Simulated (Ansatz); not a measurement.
# BCl2H: the cost of one run

Method: PBE0-D4/def2-TZVP structures, single points in def2-TZVPP, no counterpoise correction; program: Ansatz 0.2.0, Gaussian basis.

Levels: SPW92, PBE-D4, BLYP-D4, r2SCAN-D4, B97M-V, PBE0-D4, B3LYP-D4, r2SCAN0-D4, BHLYP-D4, CAM-B3LYP-D4, wB97X-V, wB97M-V, B2PLYP, PBE-QIDH, RPA on PBE, Hartree-Fock, MP2, CCSD, CCSD(T).

Cores are frozen in the correlated methods. B3LYP uses VWN-RPA correlation. B2PLYP carries no dispersion term here.

94 further runs of the same task are left out: 94 set aside as unsound or not needed.

### 1 The system as given

The complex: 6 atoms, charge 0, spin multiplicity 1.

Atoms are counted from 1 here; the program's logs count them from 0.

Bond lengths: B1–Cl3 1.736 Å, B1–Cl4 1.736 Å, B1–H6 1.187 Å, F2–H5 0.921 Å. Angles: Cl3–B1–Cl4 120.7°, Cl3–B1–H6 119.6°, Cl4–B1–H6 119.6°.

Coordinates:

```xyz
6
charge 0, multiplicity 1
B    -0.7771    0.5807    0.0372
F     1.5107   -1.0031   -0.1856
Cl   -1.3505    0.2682   -1.5707
Cl    0.0739    2.0477    0.4057
H     1.5702   -1.7072    0.4055
H    -1.0271   -0.1862    0.9079
```

Its parts: BHCl₂ holds atoms 1, 3, 4, 6; HF holds atoms 2, 5. Each part counts its atoms afresh in its own runs.

### 2 Relaxing BHCl₂ alone

Contents of relax-a/in.yaml:

```yaml
crystal:
  periodic: [false, false, false]
  atoms:
    - {symbol: B, position_ang: [-0.777110, 0.580659, 0.037227]}
    - {symbol: Cl, position_ang: [-1.350498, 0.268187, -1.570747]}
    - {symbol: Cl, position_ang: [0.073865, 2.047662, 0.405654]}
    - {symbol: H, position_ang: [-1.027125, -0.186218, 0.907877]}
basis:
  gaussian: {orbitals: def2-TZVP}
hamiltonian: {xc: pbe0, dispersion: d4}
relax: {f_tol: 0.005, max_steps: 200}
```

Started as:

```
ansatz run in.yaml --threads 2 --pin off --events-out ev --progress --plain --max-ram 4352MiB
```

**Question.** How long does this run take on 2 threads of Arm Neoverse V2, shared host?

About 4.3 s.
